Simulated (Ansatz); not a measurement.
# FH₃SSi₂ with the probe H: a probe moved round a molecule

How does the energy of FH₃SSi₂ (SMILES F[SiH]1[SiH2]S1) with the probe H change over two coordinates at once? A grid of runs gives the map.

The runs use Ansatz 0.2.0; UKS PBE0-D4/def2-SVP.

### 1 Where the work starts

SMILES `F[SiH]1[SiH2]S1`, 7 atoms, charge 0, spin multiplicity 1.

Atoms are counted from 1 here; the program's logs count them from 0.

Bond lengths: F1–Si2 1.640 Å, Si2–Si3 2.257 Å, Si2–S4 2.148 Å, Si2–H5 1.496 Å, Si3–S4 2.210 Å, Si3–H6 1.500 Å, Si3–H7 1.501 Å. Angles: F1–Si2–Si3 121.2°, F1–Si2–S4 116.3°, F1–Si2–H5 106.5°, Si3–Si2–S4 60.2°, Si3–Si2–H5 128.0°, S4–Si2–H5 116.8°, Si2–Si3–S4 57.5°, Si2–Si3–H6 121.5°, Si2–Si3–H7 124.1°, S4–Si3–H6 114.3°, S4–Si3–H7 114.5°, H6–Si3–H7 111.8°, Si2–S4–Si3 62.3°.

Geometry (Å):

```xyz
7
charge 0, multiplicity 1
F    -2.3578    0.2927    0.2747
Si   -0.9182    0.3224   -0.5102
Si    1.0131   -0.1132    0.5730
S     0.0562   -1.5731   -0.7824
H    -1.1189    1.1604   -1.7333
H     1.0271   -0.5252    2.0149
H     2.3597    0.3680    0.1175
```

This geometry comes from a loose relaxation at PBE in a small basis, which is not shown.

### 2 Relaxing the molecule

Input file input.yaml:

```yaml
crystal:
  periodic: [false, false, false]
  atoms:
    - { symbol: F, position_ang: [-2.357844, 0.292682, 0.274703] }
    - { symbol: Si, position_ang: [-0.918158, 0.322352, -0.510237] }
    - { symbol: Si, position_ang: [1.01309, -0.113203, 0.573014] }
    - { symbol: S, position_ang: [0.056174, -1.573066, -0.782433] }
    - { symbol: H, position_ang: [-1.118885, 1.160391, -1.733267] }
    - { symbol: H, position_ang: [1.027141, -0.525203, 2.01491] }
    - { symbol: H, position_ang: [2.359682, 0.368046, 0.117509] }
basis:
  gaussian: { orbitals: def2-SVP }
hamiltonian:
  xc: pbe0
  dispersion: d4
output:
  forces: true
relax:
  f_tol: 0.003
  max_steps: 120
```

Started as:

```console
> ansatz run input.yaml --threads 1 --pin off --max-ram 2560MiB --backend cpu --events-out ev --progress --plain --runs-dir out
```

Standard output:

```text
Warning: RAYON_NUM_THREADS=1 ignored (pool sized by the plan → 1); use --threads N
The last accepted step is kept in <dir> (removed where the run ends without a failure and the disk answers)
Engine: ansatz 0.2.0, aarch64-unknown-linux-gnu
Functional definition: PBE0
  parameter a = 0.25
  parameter kappa = 0.804
  parameter beta = 0.06672455060314922
  exchange = (1 - a)*pbe_x(kappa = kappa, mu = beta*pi^2/3) + a*exact_x
  correlation = pbe_c(beta = beta)
818 factors; integrals over basis functions are off by at most 5.3e-4 eV
mean field evaluation 1: about -29333.5329 eV, gradient 2.8e1 eV
mean field evaluation 2: about -29331.8444 eV, gradient 4.4e1 eV
mean field evaluation 4: about -29334.8730 eV, gradient 1.0e0 eV
mean field evaluation 8: about -29334.8810 eV, gradient 1.2e-2 eV
mean field -29334.88096989 eV, -1078.0369917469 hartree, gradient 1.5e-5 eV, S^2 0.000000; 0 other end points of the search recorded, 0 dependent functions left out
the calculation of the forces begins
reference -29334.88099305 eV, -1078.0369925982 hartree; 28, 28 occupied and 55, 55 virtual orbitals, 818 factors
relax step   1: F+E_penalty+E_count = -29335.04293218 eV  Δ(F+E_penalty+E_count) = +0.000e0 eV  max|allowed force component| = 4.920e-1 eV/Å  Δτ_max = 0.0000 Å  (25 SCF iters, accepted)
these checks for a lower state are left out or cut short: starts, cluster_reference, orbital_swaps, neighbouring_geometries, increment
818 factors; integrals over basis functions are off by at most 5.1e-4 eV
mean field evaluation 16: about -29334.8858 eV, gradient 1.1e0 eV
mean field -29334.89367533 eV, -1078.0374586632 hartree, gradient 7.8e-5 eV, S^2 0.000000; 0 other end points of the search recorded, 0 dependent functions left out
the calculation of the forces begins
reference -29334.89369845 eV, -1078.0374595129 hartree; 28, 28 occupied and 55, 55 virtual orbitals, 818 factors
relax step   2: F+E_penalty+E_count = -29335.05605034 eV  Δ(F+E_penalty+E_count) = -1.312e-2 eV  max|allowed force component| = 2.597e-1 eV/Å  Δτ_max = 0.0197 Å  (25 SCF iters, accepted)
these checks for a lower state are left out or cut short: starts, cluster_reference, orbital_swaps, neighbouring_geometries, increment
818 factors; integrals over basis functions are off by at most 5.0e-4 eV
mean field -29334.89526522 eV, -1078.0375170907 hartree, gradient 7.5e-5 eV, S^2 0.000000; 0 other end points of the search recorded, 0 dependent functions left out
the calculation of the forces begins
reference -29334.89528835 eV, -1078.0375179408 hartree; 28, 28 occupied and 55, 55 virtual orbitals, 818 factors
relax step   3: F+E_penalty+E_count = -29335.05781745 eV  Δ(F+E_penalty+E_count) = -1.767e-3 eV  max|allowed force component| = 9.720e-2 eV/Å  Δτ_max = 0.0149 Å  (26 SCF iters, accepted)
these checks for a lower state are left out or cut short: starts, cluster_reference, orbital_swaps, neighbouring_geometries, increment
818 factors; integrals over basis functions are off by at most 5.1e-4 eV
mean field -29334.84565687 eV, -1078.0356940174 hartree, gradient 9.0e-5 eV, S^2 0.000000; 0 other end points of the search recorded, 0 dependent functions left out
the calculation of the forces begins
reference -29334.84568009 eV, -1078.0356948708 hartree; 28, 28 occupied and 55, 55 virtual orbitals, 818 factors
relax step   4: F+E_penalty+E_count = -29335.00817124 eV  Δ(F+E_penalty+E_count) = +4.965e-2 eV  max|allowed force component| = 9.379e-1 eV/Å  Δτ_max = 0.0626 Å  (26 SCF iters, rejected (line search))
these checks for a lower state are left out or cut short: starts, cluster_reference, orbital_swaps, neighbouring_geometries, increment
818 factors; integrals over basis functions are off by at most 5.1e-4 eV
mean field evaluation 32: about -29334.8951 eV, gradient 4.2e-1 eV
mean field -29334.89560261 eV, -1078.0375294897 hartree, gradient 1.4e-5 eV, S^2 0.000000; 0 other end points of the search recorded, 0 dependent functions left out
the calculation of the forces begins
reference -29334.89562576 eV, -1078.0375303401 hartree; 28, 28 occupied and 55, 55 virtual orbitals, 818 factors
relax step   5: F+E_penalty+E_count = -29335.05813408 eV  Δ(F+E_penalty+E_count) = -3.166e-4 eV  max|allowed force component| = 1.544e-2 eV/Å  Δτ_max = 0.0068 Å  (24 SCF iters, accepted)
these checks for a lower state are left out or cut short: starts, cluster_reference, orbital_swaps, neighbouring_geometries, increment
818 factors; integrals over basis functions are off by at most 5.1e-4 eV
mean field -29334.89560497 eV, -1078.0375295762 hartree, gradient 4.1e-5 eV, S^2 0.000000; 0 other end points of the search recorded, 0 dependent functions left out
the calculation of the forces begins
reference -29334.89562811 eV, -1078.0375304268 hartree; 28, 28 occupied and 55, 55 virtual orbitals, 818 factors
relax step   6: F+E_penalty+E_count = -29335.05814466 eV  Δ(F+E_penalty+E_count) = -1.058e-5 eV  max|allowed force component| = 2.657e-3 eV/Å  Δτ_max = 0.0014 Å  (20 SCF iters, accepted)
818 factors; integrals over basis functions are off by at most 5.1e-4 eV
mean field -29334.89560497 eV, -1078.0375295762 hartree, gradient 4.1e-5 eV, S^2 0.000000; 1 other end points of the search recorded, 0 dependent functions left out
the calculation of the forces begins
reference -29334.89562811 eV, -1078.0375304268 hartree; 28, 28 occupied and 55, 55 virtual orbitals, 818 factors
Total energy: -29335.05816781 eV, -1078.0435036503 hartree
Atom 0 at    -2.336091     0.289198     0.270628 Å, force    -0.000845     0.002088    -0.001088 eV/Å
Atom 1 at    -0.912587     0.319259    -0.509264 Å, force    -0.000364     0.000663     0.000492 eV/Å
Atom 2 at     1.006094    -0.115733     0.569795 Å, force    -0.000547    -0.000373    -0.000639 eV/Å
Atom 3 at     0.052830    -1.560750    -0.773433 Å, force     0.001896    -0.000717    -0.001602 eV/Å
Atom 4 at    -1.107808     1.153168    -1.718558 Å, force    -0.000164    -0.002069     0.002657 eV/Å
Atom 5 at     1.020435    -0.522291     2.001344 Å, force     0.000162     0.000704     0.000053 eV/Å
Atom 6 at     2.338329     0.369148     0.113686 Å, force    -0.000137    -0.000297     0.000127 eV/Å
Dipole moment:     0.274961     0.295767     0.023326 e Å
```

It took 22 s on 1 thread of Arm Neoverse V1, shared host; peak memory 0.16 GiB.

Along the way: (the energy doesn't fall at every step)

```csv
step,energy from step 1 (eV),largest force component (eV/Å)
1,0.0000,0.4920
2,-0.0131,0.2597
3,-0.0149,0.0972
4,0.0348,0.9379
5,-0.0152,0.0154
6,-0.0152,0.0027
```

Close pairs (by a distance rule), those that changed most:

```csv
bond,before (Å),after (Å),change (Å)
Si3–S4,2.210,2.191,-0.019
Si2–S4,2.148,2.130,-0.019
F1–Si2,1.640,1.623,-0.017
Si2–H5,1.496,1.482,-0.014
Si2–Si3,2.257,2.244,-0.013
Si3–H7,1.501,1.489,-0.012
Si3–H6,1.500,1.488,-0.011
```

### 3 Reference: H radical by itself, as typed

Input file input.yaml:

```yaml
crystal:
  periodic: [false, false, false]
  atoms:
    - { symbol: H, position_ang: [0.0, 0.0, 0.0] }
magnetization:
  spin_polarized: true
  initial_magnetization: 1
basis:
  gaussian: { orbitals: def2-SVP }
hamiltonian:
  xc: pbe0
```

Started as:

```console
> ansatz run input.yaml --threads 1 --pin off --max-ram 2560MiB --backend cpu --events-out ev --progress --plain --runs-dir out
```

Standard output:

```text
Warning: RAYON_NUM_THREADS=1 ignored (pool sized by the plan → 1); use --threads N
Engine: ansatz 0.2.0, aarch64-unknown-linux-gnu
Functional definition: PBE0
  parameter a = 0.25
  parameter kappa = 0.804
  parameter beta = 0.06672455060314922
  exchange = (1 - a)*pbe_x(kappa = kappa, mu = beta*pi^2/3) + a*exact_x
  correlation = pbe_c(beta = beta)
46 factors; their error is unknown
mean field evaluation 1: about -13.6123 eV, gradient 3.3e-1 eV
mean field evaluation 2: about -13.6138 eV, gradient 2.0e-2 eV
mean field evaluation 4: about -13.6136 eV, gradient 2.1e-5 eV
mean field -13.61358854 eV, -0.5002901512 hartree, gradient 2.2e-5 eV, S^2 0.750000; 0 other end points of the search recorded, 0 dependent functions left out
reference -13.61360641 eV, -0.5002908081 hartree; 1, 0 occupied and 4, 5 virtual orbitals, 46 factors
Total energy: -13.61360641 eV, -0.5002908081 hartree
```

Wall time 0.08 s (1 thread of Arm Neoverse V1, shared host); peak memory 0.057 GiB.

### 4 Setting up the map

The probe is moved over a plane parallel to the molecule's main plane, 3.68 Å above it (x and y are the axes of that plane, centred on the molecule).

First coordinate, x of the probe's H atom: 13 values from −3.96 Å. Second coordinate, y of the probe's H atom: 9 values from −2.64 Å.

Nothing else is relaxed (molecule and probe rigid). Energies count from molecule and probe far apart, each relaxed in its own basis (no counterpoise correction). Points are written as (first, second).

The probe H moves over a plane: parallel to the molecule's main plane, 3.68 Å above it. The molecule is turned into the frame of its main axes, as the inputs below show.

Of the runs on the grid, 3 are shown in the steps below; the others differ only in the two coordinates.

### 5 Point (1.98 Å, 0.00 Å)

Input file input.yaml:

```yaml
crystal:
  periodic: [false, false, false]
  atoms:
    - { symbol: F, position_ang: [1.8814, 0.065734, -0.331611] }
    - { symbol: Si, position_ang: [0.540307, 0.062402, 0.583244] }
    - { symbol: Si, position_ang: [-1.354749, 1.021914, -0.139959] }
    - { symbol: S, position_ang: [-1.066958, -1.15005, -0.111674] }
    - { symbol: H, position_ang: [0.981277, -0.139686, 1.983463] }
    - { symbol: H, position_ang: [-1.45927, 1.611457, -1.502435] }
    - { symbol: H, position_ang: [-2.427916, 1.516748, 0.766378] }
    - { symbol: H, position_ang: [1.98, 0.0, 3.68] }
magnetization:
  spin_polarized: true
  initial_magnetization: 1
basis:
  gaussian: { orbitals: def2-SVP }
hamiltonian:
  xc: pbe0
  dispersion: d4
output:
  forces: true
```

Started as:

```console
> ansatz run input.yaml --threads 1 --pin off --max-ram 2560MiB --backend cpu --events-out ev --progress --plain --runs-dir out
```

Standard output (excerpt; [...] marks lines left out):

```text
Warning: RAYON_NUM_THREADS=1 ignored (pool sized by the plan → 1); use --threads N
[...]
Functional definition: PBE0
[...]
824 factors; integrals over basis functions are off by at most 1.1e-3 eV
[...]
mean field -29348.47917264 eV, -1078.5367164808 hartree, gradient 4.1e-5 eV, S^2 0.750529; 0 other end points of the search recorded, 0 dependent functions left out
[...]
reference -29348.47920187 eV, -1078.5367175552 hartree; 29, 28 occupied and 59, 60 virtual orbitals, 824 factors
Total energy: -29348.65512591 eV, -1078.5431826444 hartree
Atom 0 at     1.881400     0.065734    -0.331611 Å, force     0.012954     0.001061    -0.004425 eV/Å
Atom 1 at     0.540307     0.062402     0.583244 Å, force    -0.048588     0.000778    -0.095644 eV/Å
Atom 2 at    -1.354749     1.021914    -0.139959 Å, force    -0.004621     0.000360    -0.000897 eV/Å
Atom 3 at    -1.066958    -1.150050    -0.111674 Å, force    -0.008106    -0.001956    -0.006420 eV/Å
Atom 4 at     0.981277    -0.139686     1.983463 Å, force     0.013486     0.001920     0.038004 eV/Å
Atom 5 at    -1.459270     1.611457    -1.502435 Å, force    -0.000260     0.000421    -0.000221 eV/Å
Atom 6 at    -2.427916     1.516748     0.766378 Å, force    -0.000147     0.000063    -0.000520 eV/Å
Atom 7 at     1.980000     0.000000     3.680000 Å, force     0.035283    -0.002647     0.070124 eV/Å
Dipole moment:    -0.143124     0.316137     0.205572 e Å
```

It took 6.5 s on 1 thread of Arm Neoverse V1, shared host; peak memory 0.22 GiB.

Energy on the map's scale: 16.6 meV.

### 6 Point (−1.32 Å, 0.66 Å)

input.yaml: that of step 5 with these lines changed.

```diff
@@ -10,3 +10,3 @@
     - { symbol: H, position_ang: [-2.427916, 1.516748, 0.766378] }
-    - { symbol: H, position_ang: [1.98, 0.0, 3.68] }
+    - { symbol: H, position_ang: [-1.32, 0.66, 3.68] }
 magnetization:
```

Started as:

```console
> ansatz run input.yaml --threads 1 --pin off --max-ram 2560MiB --backend cpu --events-out ev --progress --plain --runs-dir out
```

Standard output (excerpt; [...] marks lines left out):

```text
Warning: RAYON_NUM_THREADS=1 ignored (pool sized by the plan → 1); use --threads N
[...]
Functional definition: PBE0
[...]
826 factors; integrals over basis functions are off by at most 1.1e-3 eV
[...]
mean field -29348.51640877 eV, -1078.5380848832 hartree, gradient 3.5e-5 eV, S^2 0.750024; 0 other end points of the search recorded, 0 dependent functions left out
[...]
reference -29348.51643738 eV, -1078.5380859348 hartree; 29, 28 occupied and 59, 60 virtual orbitals, 826 factors
Total energy: -29348.69701158 eV, -1078.5447219141 hartree
Atom 0 at     1.881400     0.065734    -0.331611 Å, force     0.001128    -0.000331    -0.002069 eV/Å
Atom 1 at     0.540307     0.062402     0.583244 Å, force     0.004394     0.002013     0.011028 eV/Å
Atom 2 at    -1.354749     1.021914    -0.139959 Å, force    -0.003959     0.001748     0.010955 eV/Å
Atom 3 at    -1.066958    -1.150050    -0.111674 Å, force    -0.003716    -0.000006     0.005010 eV/Å
Atom 4 at     0.981277    -0.139686     1.983463 Å, force     0.006105    -0.002458    -0.007646 eV/Å
Atom 5 at    -1.459270     1.611457    -1.502435 Å, force     0.000950    -0.000231    -0.000281 eV/Å
Atom 6 at    -2.427916     1.516748     0.766378 Å, force    -0.001664     0.000370    -0.003093 eV/Å
Atom 7 at    -1.320000     0.660000     3.680000 Å, force    -0.003238    -0.001104    -0.013904 eV/Å
Dipole moment:    -0.146635     0.315969     0.216340 e Å
```

It took 6.4 s on 1 thread of Arm Neoverse V1, shared host; peak memory 0.23 GiB.

On the map this point reads −25.2 meV.

### 7 Grid point (−1.32 Å, 2.64 Å)

input.yaml: that of step 6 with these lines changed.

```diff
@@ -10,3 +10,3 @@
     - { symbol: H, position_ang: [-2.427916, 1.516748, 0.766378] }
-    - { symbol: H, position_ang: [-1.32, 0.66, 3.68] }
+    - { symbol: H, position_ang: [-1.32, 2.64, 3.68] }
 magnetization:
```

Started as:

```console
> ansatz run input.yaml --threads 1 --pin off --max-ram 2560MiB --backend cpu --events-out ev --progress --plain --runs-dir out
```

Standard output (excerpt; [...] marks lines left out):

```text
Warning: RAYON_NUM_THREADS=1 ignored (pool sized by the plan → 1); use --threads N
[...]
Functional definition: PBE0
[...]
826 factors; integrals over basis functions are off by at most 1.1e-3 eV
[...]
mean field -29348.51371111 eV, -1078.5379857462 hartree, gradient 3.4e-5 eV, S^2 0.750005; 0 other end points of the search recorded, 0 dependent functions left out
[...]
reference -29348.51374195 eV, -1078.5379868795 hartree; 29, 28 occupied and 59, 60 virtual orbitals, 826 factors
Total energy: -29348.68606449 eV, -1078.5443196162 hartree
Atom 0 at     1.881400     0.065734    -0.331611 Å, force     0.001816     0.000390     0.001679 eV/Å
Atom 1 at     0.540307     0.062402     0.583244 Å, force    -0.002286     0.005095     0.004979 eV/Å
Atom 2 at    -1.354749     1.021914    -0.139959 Å, force    -0.000477     0.002269     0.006575 eV/Å
Atom 3 at    -1.066958    -1.150050    -0.111674 Å, force    -0.002092    -0.000840     0.001351 eV/Å
Atom 4 at     0.981277    -0.139686     1.983463 Å, force    -0.000754     0.000433    -0.002688 eV/Å
Atom 5 at    -1.459270     1.611457    -1.502435 Å, force     0.000290     0.000311    -0.000410 eV/Å
Atom 6 at    -2.427916     1.516748     0.766378 Å, force    -0.000295    -0.000592    -0.001405 eV/Å
Atom 7 at    -1.320000     2.640000     3.680000 Å, force     0.003797    -0.007066    -0.010080 eV/Å
Dipole moment:    -0.143847     0.317311     0.211344 e Å
```

Run time: 6.4 s. Hardware: 1 thread of Arm Neoverse V1, shared host; peak memory 0.22 GiB.

That is −14.3 meV from the zero.

### 8 Energy over the grid

117 points were computed. Energies in meV, from molecule and probe far apart, each relaxed in its own basis (no counterpoise correction):

```tsv
y of the probe's H atom (Å) ↓, x of the probe's H atom (Å) →	−3.96	−3.30	−2.64	−1.98	−1.32	−0.66	0.00	0.66	1.32	1.98	2.64	3.30	3.96
2.64	−6.6	−8.2	−9.7	−11.8	−14.3	−16.1	−16.0	−14.4	−12.4	−10.2	−7.8	−5.5	−3.5
1.98	−7.7	−9.6	−11.3	−14.6	−19.1	−21.2	−18.1	−13.1	−10.8	−10.8	−10.1	−7.7	−4.9
1.32	−8.4	−10.8	−13.5	−18.2	−23.2	−20.9	−7.0	6.9	7.0	−2.4	−9.1	−9.2	−6.4
0.66	−8.8	−12.2	−16.5	−22.2	−25.2	−13.6	16.6	39.0	32.7	11.7	−5.0	−9.7	−7.5
0.00	−8.5	−12.8	−18.2	−24.1	−25.2	−7.6	29.5	50.9	39.4	16.6	−2.7	−9.5	−7.8
−0.66	−7.7	−12.0	−17.5	−22.8	−24.2	−10.8	18.6	35.9	27.8	10.3	−4.7	−9.6	−7.5
−1.32	−6.4	−10.2	−15.0	−19.7	−22.6	−17.7	−2.5	10.0	8.6	−0.8	−8.2	−9.2	−6.5
−1.98	−5.0	−8.2	−12.1	−15.8	−19.0	−19.4	−15.0	−9.1	−7.3	−8.9	−9.5	−7.7	−5.1
−2.64	−3.8	−6.0	−8.8	−11.7	−14.1	−15.4	−14.9	−12.9	−11.1	−9.6	−7.8	−5.6	−3.6
```

On the same grid, largest force on an atom (eV/Å):

| y of the probe's H atom (Å) ↓, x of the probe's H atom (Å) → | −3.96 | −3.30 | −2.64 | −1.98 | −1.32 | −0.66 | 0.00 | 0.66 | 1.32 | 1.98 | 2.64 | 3.30 | 3.96 |
| --- | --- | --- | --- | --- | --- | --- | --- | --- | --- | --- | --- | --- | --- |
| 2.64 | 0.01 | 0.01 | 0.01 | 0.01 | 0.01 | 0.02 | 0.01 | 0.01 | 0.01 | 0.01 | 0.01 | 0.01 | 0.00 |
| 1.98 | 0.01 | 0.00 | 0.00 | 0.01 | 0.01 | 0.02 | 0.01 | 0.02 | 0.02 | 0.01 | 0.01 | 0.01 | 0.01 |
| 1.32 | 0.01 | 0.01 | 0.01 | 0.01 | 0.01 | 0.02 | 0.05 | 0.08 | 0.07 | 0.04 | 0.01 | 0.01 | 0.01 |
| 0.66 | 0.01 | 0.01 | 0.01 | 0.02 | 0.01 | 0.04 | 0.11 | 0.15 | 0.14 | 0.07 | 0.02 | 0.01 | 0.01 |
| 0.00 | 0.01 | 0.01 | 0.02 | 0.02 | 0.02 | 0.06 | 0.13 | 0.26 | 0.25 | 0.11 | 0.03 | 0.00 | 0.01 |
| −0.66 | 0.01 | 0.01 | 0.02 | 0.02 | 0.01 | 0.05 | 0.11 | 0.21 | 0.20 | 0.09 | 0.02 | 0.00 | 0.01 |
| −1.32 | 0.01 | 0.01 | 0.01 | 0.02 | 0.01 | 0.02 | 0.06 | 0.08 | 0.07 | 0.04 | 0.01 | 0.00 | 0.01 |
| −1.98 | 0.01 | 0.01 | 0.01 | 0.02 | 0.02 | 0.01 | 0.01 | 0.02 | 0.02 | 0.01 | 0.00 | 0.01 | 0.01 |
| −2.64 | 0.01 | 0.01 | 0.01 | 0.01 | 0.01 | 0.01 | 0.01 | 0.01 | 0.01 | 0.01 | 0.01 | 0.01 | 0.00 |

### 9 Outcome

| quantity | value |
| --- | --- |
| lowest point | (−1.32 Å, 0.66 Å) [nearest 1 H at 2.97 Å], −25.2 meV |
| highest computed point | (0.66 Å, 0.00 Å), 76.1 meV above the lowest |
| largest force on an atom (eV/Å) | 0.00 at (3.96 Å, −2.64 Å) to 0.26 at (0.66 Å, 0.00 Å); 0.01 at the lowest point |
| time for the whole task | 14 min on 1 thread, shared host |

The lowest computed point is at (−1.32 Å, 0.66 Å) [nearest 1 H at 2.97 Å], −25.2 meV from molecule and probe far apart, each relaxed in its own basis (no counterpoise correction). The grid is coarse, so the lowest point of the scanned range may lie between grid points; coordinates that were held can hide deeper minima. The highest computed point, (0.66 Å, 0.00 Å) [nearest 1 H at 1.73 Å], lies 76.1 meV above the lowest. Near the minimum the curvatures are about 0.0057 and 0.032 eV/Å² along the soft and the stiff direction. No counterpoise correction was made, so wells between separate parts tend to come out somewhat too deep.
